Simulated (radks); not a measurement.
# Rb³⁺ in [Ar] 3d10 4s2 4p4: an all-electron calculation

Wanted: eigenvalues, radial structure and energy terms of the rubidium ion Rb3+.

The numbers are computed with radks (a radial shooting solver on a logarithmic mesh, Libxc functionals) version 1 (Dirac Kohn-Sham, exchange-only PBE, spin-unpolarised, spherical densities, finite nucleus; open shells are shared between the two j in proportion to 2j + 1), except any that are marked as measured or tabulated.

**1. The system**

* element: rubidium (Z = 37)
* charge: +3
* electrons: 34
* configuration: [Ar] 3d10 4s2 4p4
* nuclear rms radius: 4.2036 fm

Outer shells as boxes (Hund's rule):

Rb³⁺
```
[Ar] core
3d [↑↓][↑↓][↑↓][↑↓][↑↓]
4s [↑↓]
4p [↑↓][↑ ][↑ ]
```

**2. Self-consistent calculation**

Input:

```text
Z 37
configuration [Ar] 3d10 4s2 4p4
relativity Dirac
functional pbe,
spin unpolarised
j_filling average
nucleus finite rms 4.2036 fm
c 137.035999084
```

**Question.** What will this run give?

As calculated:

| quantity | value |
| --- | --- |
| total energy | -2977.08018 hartree |
| exchange-correlation share of it | 3.29 % |
| −T/E | 1.0290 |
| highest occupied level | 4p3/2, -45.186 eV |
| most extended occupied level | 4p3/2, <r> = 1.59 bohr |
| radius at density 0.001 e/bohr³ | 3.24 bohr |
| maxima of the radial density | 3 |
| ionisation energy, NIST | 52.2 (semi-emp.) eV |

What this shows: 4 principal shells are occupied and 3 maxima appear in the radial density; where shells overlap, one shows as a shoulder or not at all. Relativity lifts −T/E to 1.029. The top level binds by 45.186 eV, 87 % of the NIST ionisation energy of 52.2 eV; the potential of a semilocal functional falls off too fast, so its top eigenvalue is too shallow. Spin polarisation and multiplet splitting are left out. Sharing an open shell by 2j + 1 raises it above the true ground level by a part of the spin-orbit splitting, which enters the differences from NIST.
